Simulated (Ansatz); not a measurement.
# RbHBr2: the cost of one run

Computed with Ansatz 0.2.0 (DFT PBE, scalar-relativistic, plane waves, PAW, unless a step's input says otherwise).

2 further runs of the same task are left out: 1 that didn't finish, 1 set aside as unsound or not needed.

### Step 1. The system as given

Symmetry: P4/mmm, No. 123, tetragonal system. The conventional cell has a = 5.603 Å, b = 5.603 Å, c = 5.603 Å, α = 90.00°, β = 90.00°, γ = 90.00°. Around Rb (site symmetry 4/mmm) lie 2 H at 2.80 Å and 4 Br at 2.80 Å. Around H (site symmetry 4/mmm) lie 2 Rb at 2.80 Å. Br (site symmetry mmm) has 2 Rb at 2.80 Å as nearest neighbours.

As a file:

```
Rb H Br
1.0
     5.60260    0.00000    0.00000
     0.00000    5.60260    0.00000
     0.00000    0.00000    5.60260
Rb H Br
1 1 2
Direct
  0.00000 0.00000 0.00000
  0.00000 0.00000 0.50000
  0.50000 0.00000 0.00000
  0.00000 0.50000 0.00000
```

The cell is invented: ordered mixture on the anion sites of rhenium trioxide (P4/mmm, No. 123). Its size is a rough estimate.

### Step 2. Probe: one point on a coarse mesh

File input.yaml:

```yaml
crystal:
  lattice:
    - [5.60260263, 0.0, 0.0]
    - [0.0, 5.60260263, 0.0]
    - [0.0, 0.0, 5.60260263]
  atoms:
    - { symbol: Rb, position: [0.0, 0.0, 0.0] }
    - { symbol: H, position: [0.0, 0.0, 0.5] }
    - { symbol: Br, position: [0.5, 0.0, 0.0] }
    - { symbol: Br, position: [0.0, 0.5, 0.0] }
basis:
  ecutwfc: 420
kpoints:
  mp_grid: { grid: [4, 4, 4] }
hamiltonian:
  xc: pbe
scf:
  occupations: { method: gaussian, width: 0.1 }
  lower_state_search: "off"
output:
  forces: true
  stress: true
  eigenvalues: true
```

The run is started by

```sh
ansatz run input.yaml --threads 1 --pin off --max-ram 2048MiB --backend cpu --events-out ev --progress --plain --runs-dir out
```

**Question.** How long does this run take on 1 thread of Arm Neoverse V2, shared host, and how much memory does it need?

About 3.6 s, with a peak of 0.36 GiB.
